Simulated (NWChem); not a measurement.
# CBrClF2 (SMILES FC(F)(Cl)Br) at 5 levels

Wanted: a comparison of 5 runs (SVWN5/cc-pVDZ, BLYP/cc-pVDZ, PBE/cc-pVDZ, revPBE/cc-pVDZ, CCSD(T)/cc-pVDZ) of CBrClF2. 

The results are computed with NWChem 7.3.0.

**1. The molecule**

CBrClF2 has 5 atoms, charge 0, and is taken as a singlet. As SMILES, `FC(F)(Cl)Br`. Geometry: relaxed at PBE0-D4/def2-TZVP.

Bond lengths: F1–C2 1.325 Å, C2–F3 1.325 Å, C2–Cl4 1.755 Å, C2–Br5 1.936 Å. Angles: F1–C2–F3 108.1°, F1–C2–Cl4 109.5°, F1–C2–Br5 109.1°, F3–C2–Cl4 109.5°, F3–C2–Br5 109.1°, Cl4–C2–Br5 111.6°.

**2. Energy and forces at SVWN5/cc-pVDZ (run 1)**

The input, cbrclf2.nw:

```
echo
start cbrclf2
title "CBrClF2 SVWN5"
memory stack 880 mb heap 220 mb global 1100 mb
geometry noautosym nocenter noautoz
 F    -1.109500    0.024800    0.813100
 C    -0.019800   -0.087100    0.067100
 F     0.823600   -0.897500    0.690400
 Cl   -0.444800   -0.770600   -1.492300
 Br    0.800400    1.656800   -0.119700
end
basis spherical bse
 F library cc-pVDZ
 C library cc-pVDZ
 Cl library cc-pVDZ
 Br library cc-pVDZ
end
dft
 xc slater vwn_5
 grid xfine
 convergence energy 1e-08
 iterations 100
 mulliken
 print low
end
task dft gradient
```

Started as:

```
$ nwchem cbrclf2.nw > cbrclf2.out
```

The program printed:

```text
[...]
 d= 0,ls=0.0,diis     1  -3265.2326148547 -3.71D+03  2.67D-02  2.75D+00    12.0
[...]
 d= 0,ls=0.0,diis    10  -3265.5008018112 -3.51D-09  3.70D-07  4.35D-09    75.6
         Total DFT energy =    -3265.500801811151
      One electron energy =    -5428.365525467152
           Coulomb energy =     1859.270172715307
    Exchange-Corr. energy =     -139.225853740067
 Nuclear repulsion energy =      442.820404680761
[...]
      Total Density - Mulliken Population Analysis
     ---------------------------------------------
    Atom       Charge   Shell Charges
 -----------   ------   -------------------------------------------------------
    1 F    9     9.06   2.01  0.89  0.98  3.33  1.85  0.01
    2 C    6     5.91   2.02  0.71  0.37  1.90  0.64  0.28
    3 F    9     9.06   2.01  0.89  0.98  3.33  1.85  0.01
    4 Cl  17    16.99   2.00  2.04  0.97  0.91  6.01  3.07  1.95  0.04
    5 Br  35    34.99   2.00  2.00  2.03  1.12  0.81  6.00  6.01  2.70  2.29  9.94  0.10
[...]
                         DFT ENERGY GRADIENTS
    atom               coordinates                        gradient
                 x          y          z           x          y          z
   1 F      -2.096651   0.046865   1.536536    0.001230  -0.000945  -0.000329
   2 C      -0.037417  -0.164595   0.126801    0.000082   0.000842  -0.004631
   3 F       1.556378  -1.696029   1.304667   -0.001521   0.000360  -0.000151
   4 Cl     -0.840550  -1.456223  -2.820038    0.001079   0.001612   0.004797
   5 Br      1.512537   3.130898  -0.226200   -0.000870  -0.001870   0.000314
 Task  times  cpu:      127.9s     wall:      127.9s
 Total times  cpu:      127.9s     wall:      127.9s
```

Wall time 2.1 min (1 thread of Intel Xeon Platinum 8375C at 2.90GHz (Ice Lake), shared host); peak memory 0.13 GiB.

**3. Energy and forces at BLYP/cc-pVDZ (run 2)**

The input, cbrclf2.nw:

```
start cbrclf2
title "CBrClF2"
memory total 2200 mb

geometry units bohr noautosym nocenter noautoz
F  -2.09665114  0.04686521  1.53653631
C  -0.03741658 -0.16459515  0.12680062
F   1.55637844 -1.69602920  1.30466692
Cl -0.84055018 -1.45622295 -2.82003830
Br  1.51253679  3.13089824 -0.22620022
end

basis spherical bse
* library cc-pVDZ
end

dft
xc becke88 lyp
mult 1
grid xfine
convergence energy 1e-08
maxiter 100
mulliken
end

task dft gradient
```

Started as:

```
$ nwchem cbrclf2.nw > cbrclf2.out
```

The program printed:

```text
[...]
          Wavefunction type:  closed shell.
          No. of atoms     :     5
          No. of electrons :    76
[...]
          Charge           :     0
          Spin multiplicity:     1
[...]
          AO basis - number of functions:    87
[...]
              XC Information
              --------------
                    Becke 1988 Exchange Functional  1.000
              Lee-Yang-Parr Correlation Functional  1.000
[...]
 d= 0,ls=0.0,diis     1  -3271.8533998235 -3.71D+03  2.62D-02  2.30D+00    13.5
[...]
 d= 0,ls=0.0,diis    10  -3272.1089228493 -2.60D-09  2.39D-07  1.26D-09    90.1
         Total DFT energy =    -3272.108922849284
      One electron energy =    -5428.821834843901
           Coulomb energy =     1859.803589830510
    Exchange-Corr. energy =     -145.911050447869
 Nuclear repulsion energy =      442.820372611977
[...]
      Total Density - Mulliken Population Analysis
     ---------------------------------------------
    Atom       Charge   Shell Charges
 -----------   ------   -------------------------------------------------------
    1 F    9     9.08   2.01  0.91  0.97  3.34  1.84  0.01
    2 C    6     5.83   2.01  0.74  0.34  1.90  0.57  0.26
    3 F    9     9.08   2.01  0.91  0.97  3.34  1.84  0.01
    4 Cl  17    17.01   2.00  2.03  0.98  0.91  6.01  3.09  1.96  0.04
    5 Br  35    35.00   2.00  2.00  2.03  1.12  0.81  6.00  6.01  2.69  2.30  9.94  0.10
[...]
  wavefunction    = closed shell
                         DFT ENERGY GRADIENTS
    atom               coordinates                        gradient
                 x          y          z           x          y          z
   1 F      -2.096651   0.046865   1.536536    0.023160  -0.002930  -0.015348
   2 C      -0.037417  -0.164595   0.126801   -0.001738  -0.003881   0.002192
   3 F       1.556378  -1.696029   1.304667   -0.018287   0.016837  -0.012715
   4 Cl     -0.840550  -1.456223  -2.820038    0.006717   0.010865   0.024073
   5 Br      1.512537   3.130898  -0.226200   -0.009852  -0.020892   0.001798
[...]
```

Wall time 2.4 min (1 thread of Intel Xeon Platinum 8375C at 2.90GHz (Ice Lake), shared host); peak memory 0.14 GiB.

**4. Energy and gradient at PBE/cc-pVDZ (run 3)**

The input, run.py:

```python
from ase import Atoms
from ase.calculators.nwchem import NWChem

mol = Atoms(['F', 'C', 'F', 'Cl', 'Br'], positions=[
    [-1.109500, 0.024800, 0.813100],
    [-0.019800, -0.087100, 0.067100],
    [0.823600, -0.897500, 0.690400],
    [-0.444800, -0.770600, -1.492300],
    [0.800400, 1.656800, -0.119700],
])

calc = NWChem(
    label='geom',
    theory='dft',
    memory='2200 mb',
    basis='cc-pVDZ',
    basispar='spherical bse',
    dft={'xc': 'xpbe96 cpbe96', 'mult': '1', 'grid': 'xfine', 'convergence': 'energy 1e-08', 'iterations': '100', 'mulliken': None},
)
mol.calc = calc

forces = mol.get_forces()
e = mol.get_potential_energy()
print(f"E = {e:.6f} eV")
print("forces (eV/A):")
for s, f in zip(mol.symbols, forces):
    print(f"{s:2s} {f[0]:10.5f} {f[1]:10.5f} {f[2]:10.5f}")
print("dipole (e A):", mol.get_dipole_moment().round(4))
```

Started as:

```
$ export ASE_NWCHEM_COMMAND="nwchem PREFIX.nwi > PREFIX.nwo"
$ python run.py
```

The program printed:

```text
E = -89017.119993 eV
forces (eV/A):
F    -0.85834    0.13344    0.54271
C     0.07261    0.16393   -0.10881
F     0.69415   -0.60688    0.44403
Cl   -0.21484   -0.34216   -0.80877
Br    0.30642    0.65167   -0.06916
dipole (e A): [ 0.0038  0.0107 -0.0201]
```

The calculator wrote geom.nwi:

```
title "geom"

permanent_dir geom

scratch_dir geom

start geom

geometry units angstrom nocenter noautosym noautoz
  F  -1.1094999999999999e+00 2.4799999999999999e-02 8.1310000000000004e-01
  C  -1.9800000000000002e-02 -8.7099999999999997e-02 6.7100000000000007e-02
  F  8.2360000000000000e-01 -8.9749999999999996e-01 6.9040000000000001e-01
  Cl -4.4479999999999997e-01 -7.7059999999999995e-01 -1.4923000000000000e+00
  Br 8.0040000000000000e-01 1.6568000000000001e+00 -1.1970000000000000e-01
end

memory 2200 mb

basis spherical bse noprint
   * library cc-pVDZ
end

dft
  xc xpbe96 cpbe96
  mult 1
  grid xfine
  convergence energy 1e-08
  iterations 100
  mulliken
end

task dft gradient
```

geom.nwo, cut to the lines that bear on the results:

```text
[...]
         Total DFT energy =    -3271.318848408718
[...]
  wavefunction    = closed shell
                         DFT ENERGY GRADIENTS
    atom               coordinates                        gradient
                 x          y          z           x          y          z
   1 F      -2.096651   0.046865   1.536536    0.016692  -0.002595  -0.010554
   2 C      -0.037417  -0.164595   0.126801   -0.001412  -0.003188   0.002116
   3 F       1.556378  -1.696029   1.304667   -0.013499   0.011802  -0.008635
   4 Cl     -0.840550  -1.456223  -2.820038    0.004178   0.006654   0.015728
   5 Br      1.512537   3.130898  -0.226200   -0.005959  -0.012673   0.001345
[...]
```

Run time: 2.5 min. Hardware: 1 thread of Intel Xeon Platinum 8375C at 2.90GHz (Ice Lake), shared host; peak memory 0.13 GiB.

Run 4 isn't shown in full; the table further down has it.

**5. The energy at CCSD(T)/cc-pVDZ (run 5)**

The input, mol.nw:

```
START mol
TITLE "CBrClF2 energy"
memory 2200 mb
charge 0

GEOMETRY noautosym nocenter noautoz
  F       -1.109500       0.024800       0.813100
  C       -0.019800      -0.087100       0.067100
  F        0.823600      -0.897500       0.690400
  Cl      -0.444800      -0.770600      -1.492300
  Br       0.800400       1.656800      -0.119700
END

BASIS spherical bse
  F library cc-pVDZ
  C library cc-pVDZ
  Cl library cc-pVDZ
  Br library cc-pVDZ
END

SCF
  thresh 1e-08
  maxiter 80
END

CCSD
  freeze core 17
  maxiter 60
END

TASK ccsd(t) energy
```

Started as:

```
$ nwchem mol.nw > mol.out
```

The program printed:

```text
[...]
  functions       =    87
[...]
  wavefunction    = RHF
[...]
         Total SCF energy =  -3268.617381159874
      One-electron energy =  -5428.465772543759
      Two-electron energy =   1717.027986703124
 Nuclear repulsion energy =    442.820404680761
        Time for solution =    121.2s
[...]
 Total MP2 energy:          -3269.389164032358622
[...]
             energy      energy      error      ampl     ampl      Block
                                                time     time      time
[...]
 Total CCSD energy:          -3269.411624408005082
[...]
 Total CCSD+T(CCSD) energy:          -3269.432504501284257
[...]
 Total CCSD(T) energy:               -3269.430942078063708
[...]
```

Run time: 7.8 min. Hardware: 1 thread of Intel Xeon Platinum 8375C at 2.90GHz (Ice Lake), shared host; peak memory 0.34 GiB.

**6. Overview of the runs**

| run | level | task | integration grid | energy (Eh) | largest force (eV/Å) | wall time |
| --- | --- | --- | --- | --- | --- | --- |
| 1 | SVWN5/cc-pVDZ | gradient | xfine | -3265.500802 | 0.266 | 2.1 min |
| 2 | BLYP/cc-pVDZ | gradient | xfine | -3272.108923 | 1.437 | 2.4 min |
| 3 | PBE/cc-pVDZ | gradient | xfine | -3271.318848 | 1.024 | 2.5 min |
| 4 | revPBE/cc-pVDZ | gradient | xfine | -3271.737593 | 1.310 | 2.4 min |
| 5 | CCSD(T)/cc-pVDZ | energy | – | -3269.430942 | – | 7.8 min |

**7. What came out**

```
                                           quantity           value
                                run 5: total energy  -3269.43094 Eh
         run 5: HOMO energy (Hartree–Fock orbitals)       -12.01 eV
         run 5: LUMO energy (Hartree–Fock orbitals)         2.84 eV
       run 5: HOMO–LUMO gap (Hartree–Fock orbitals)        14.85 eV
run 5: correlation energy (17 core orbitals frozen)      -813.6 mEh
                              run 5: (T) correction      -19.32 mEh
```

Over runs 2, 3, 4 the dipole moment (its size) runs from 0.09 D (revPBE/cc-pVDZ) to 0.15 D (BLYP/cc-pVDZ). Over runs 2, 3, 4 the HOMO–LUMO gap runs from 5.16 eV (BLYP/cc-pVDZ) to 5.27 eV (revPBE/cc-pVDZ). Totals of different functionals can't be ranked against each other. All runs together took 17 min, the longest 7.8 min.
